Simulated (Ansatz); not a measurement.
# C₂H₆BNO: up Jacob's ladder to CCSD(T)

How much do the methods differ for C₂H₆BNO? The plan is to run it at one geometry with functionals of several rungs and with coupled cluster, and see how far each lands from CCSD(T) at the basis-set limit for the atomisation energy.

Program: Ansatz 0.2.0, Gaussian basis. Level of theory: functionals in def2-TZVPP, the program's frozen cores in correlated methods. These are calculated values, not measurements.

Plan: PBE-D4, r2SCAN-D4, PBE0-D4, B3LYP-D4, ωB97X-V, ωB97M-V, B2PLYP; CCSD(T)/def2-TZVPP; MP2/def2-QZVPP; extrapolation to the limit.

## Step 1: The relaxed structure

The geometry comes from an earlier relaxation with PBE0-D4 in a triple-zeta def2 set; it is a stationary point, not always the lowest conformer.

SMILES `NB1CCO1`, 11 atoms, charge 0, spin multiplicity 1.

Atoms are counted from 1 here; the program's logs count them from 0.

Bond lengths: N1–B2 1.394 Å, N1–H6 1.003 Å, N1–H7 1.005 Å, B2–C3 1.584 Å, B2–O5 1.385 Å, C3–C4 1.535 Å, C3–H8 1.090 Å, C3–H9 1.090 Å, C4–O5 1.450 Å, C4–H10 1.093 Å, C4–H11 1.093 Å. Angles: B2–N1–H6 122.9°, B2–N1–H7 122.5°, H6–N1–H7 114.6°, N1–B2–C3 138.4°, N1–B2–O5 126.3°, C3–B2–O5 95.3°, B2–C3–C4 79.9°, B2–C3–H8 117.6°, B2–C3–H9 117.7°, C4–C3–H8 114.9°, C4–C3–H9 115.0°, H8–C3–H9 109.3°, C3–C4–O5 94.9°, C3–C4–H10 115.4°, C3–C4–H11 115.5°, O5–C4–H10 110.3°, O5–C4–H11 110.3°, H10–C4–H11 109.6° and more.

## Step 2: PBE-D4 (GGA)

in.yaml reads:

```yaml
crystal:
  periodic: [false, false, false]
  atoms:
    - {symbol: N, position_ang: [-1.349871, 1.460195, 0.055871]}
    - {symbol: B, position_ang: [-0.352463, 0.497756, -0.091856]}
    - {symbol: C, position_ang: [0.133337, -0.825859, 0.630769]}
    - {symbol: C, position_ang: [1.159145, -0.749740, -0.509229]}
    - {symbol: O, position_ang: [0.618540, 0.468628, -1.079575]}
    - {symbol: H, position_ang: [-2.029694, 1.432174, 0.792682]}
    - {symbol: H, position_ang: [-1.444225, 2.240609, -0.571024]}
    - {symbol: H, position_ang: [-0.528523, -1.691228, 0.596214]}
    - {symbol: H, position_ang: [0.550789, -0.731395, 1.633165]}
    - {symbol: H, position_ang: [2.195337, -0.595503, -0.198563]}
    - {symbol: H, position_ang: [1.112930, -1.562640, -1.237955]}
basis:
  gaussian: {orbitals: def2-TZVPP}
hamiltonian: {xc: pbe, dispersion: d4}
output: {forces: true, orbitals: {seedname: orbitals}}
```

Started as:

```
> ansatz run in.yaml --threads 4 --pin off --events-out ev --progress --plain --max-ram 10444MiB
```

After this run come: r2SCAN-D4 (meta-GGA); PBE0-D4 (hybrid); B3LYP-D4 (hybrid); ωB97X-V (range-separated); ωB97M-V (range-separated); B2PLYP (double hybrid); CCSD(T) in def2-TZVPP; MP2 in def2-QZVPP.

Q: Predict the results of all the runs planned. Wanted: atomisation energy, CCSD(T)/CBS; farthest; mean size of error, hybrid; mean size of error, range-separated; gap, smallest and largest; T1 diagnostic; triples share of the correlation energy.

As calculated:

```
                               quantity                                 value
        atomisation energy, CCSD(T)/CBS                         4539.0 kJ/mol
 functionals within 22.7 kJ/mol (0.5 %)                      B3LYP-D4, B2PLYP
                               farthest                PBE-D4 (+142.8 kJ/mol)
             mean size of error, hybrid                           35.6 kJ/mol
    mean size of error, range-separated                           33.6 kJ/mol
              gap, smallest and largest  6.29 eV (PBE-D4), 12.71 eV (ωB97X-V)
                          T1 diagnostic                                0.0120
triples share of the correlation energy                                 3.9 %
```

**Reading.** PBE-D4 misses by +142.8 kJ/mol. Double hybrids carry the basis error of their MP2 part in triple zeta, and no dispersion term here, so their miss is partly the set-up's. The reference freezes the cores and leaves out relativity and excitations past (T), so misses under about 22.7 kJ/mol can't be ranked. Hartree-Fock recovers 73 % of the binding; the rest is correlation. Orbital gaps span 6.3 to 12.7 eV; exact exchange widens them.
